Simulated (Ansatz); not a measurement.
# Li2Rh: the cost of one run

Program: Ansatz 0.2.0. Level of theory: DFT PBE, scalar-relativistic, plane waves, PAW. These are calculated values, not measurements.

3 further runs of the same task are left out: 2 that didn't finish, 1 set aside as unsound or not needed.

**1. The starting structure**

The structure is trigonal, space group P-3m1 (No. 164). Conventional cell: a = 2.723 Å, b = 2.723 Å, c = 6.882 Å, α = 90.00°, β = 90.00°, γ = 120.00°. Li (site symmetry 3m) has 3 Rh at 2.60 Å and 6 Li at 2.72 Å as nearest neighbours. Rh (site symmetry -3m) is surrounded by 6 Li at 2.60 Å and 6 Rh at 2.72 Å.

Coordinates:

```cif
data_structure
_symmetry_space_group_name_H-M 'P 1'
_symmetry_Int_Tables_number 1
_cell_length_a 2.7225
_cell_length_b 2.7225
_cell_length_c 6.8815
_cell_angle_alpha 90.000
_cell_angle_beta 90.000
_cell_angle_gamma 120.000
_cell_volume 44.17
loop_
_atom_site_label
_atom_site_type_symbol
_atom_site_fract_x
_atom_site_fract_y
_atom_site_fract_z
_atom_site_occupancy
Li1 Li 0.33333 0.66667 0.30083 1
Li2 Li 0.66667 0.33333 0.69917 1
Rh1 Rh 0.00000 0.00000 0.00000 1
```

It is the end of an earlier relaxation with the same method, from a generated guess; it needn't be the stable form of this composition. At a tolerance of 0.05 Å it has space group P-3m1 (No. 164); it has 14.72 Å³/atom, an uncorrected energy of -0.13 eV/atom over the elements and, on its mesh, gap none (metal).

**2. The cell scaled to 0.97 of its volume**

The input, input.yaml:

```yaml
crystal:
  lattice:
    - [2.6950453543, 2.86e-08, 0.0]
    - [-1.3475227019, 2.3339777269, 0.0]
    - [0.0, 0.0, 6.8120288008]
  atoms:
    - { symbol: Li, position: [0.3333333333, 0.6666666667, 0.30083] }
    - { symbol: Li, position: [0.6666666667, 0.3333333333, 0.69917] }
    - { symbol: Rh, position: [0.0, 0.0, 0.0] }
basis:
  ecutwfc: 420
kpoints:
  mp_grid: { grid: [18, 18, 8] }
hamiltonian:
  xc: pbe
scf:
  occupations: { method: gaussian, width: 0.1 }
output:
  forces: true
  stress: true
  eigenvalues: true
relax:
  adjacent_minimum: "off"
  f_tol: 0.01
  max_steps: 30
  cell: { stress_tol: 0.1, fix: [volume] }
```

On the command line:

```
$ ansatz run input.yaml --threads 1 --pin off --max-ram 3072MiB --backend cpu --events-out ev --progress --plain --runs-dir out
```

What time and memory should one allow on 1 thread of Arm Neoverse V1, shared host?

About 39 s, with a peak of 0.45 GiB.
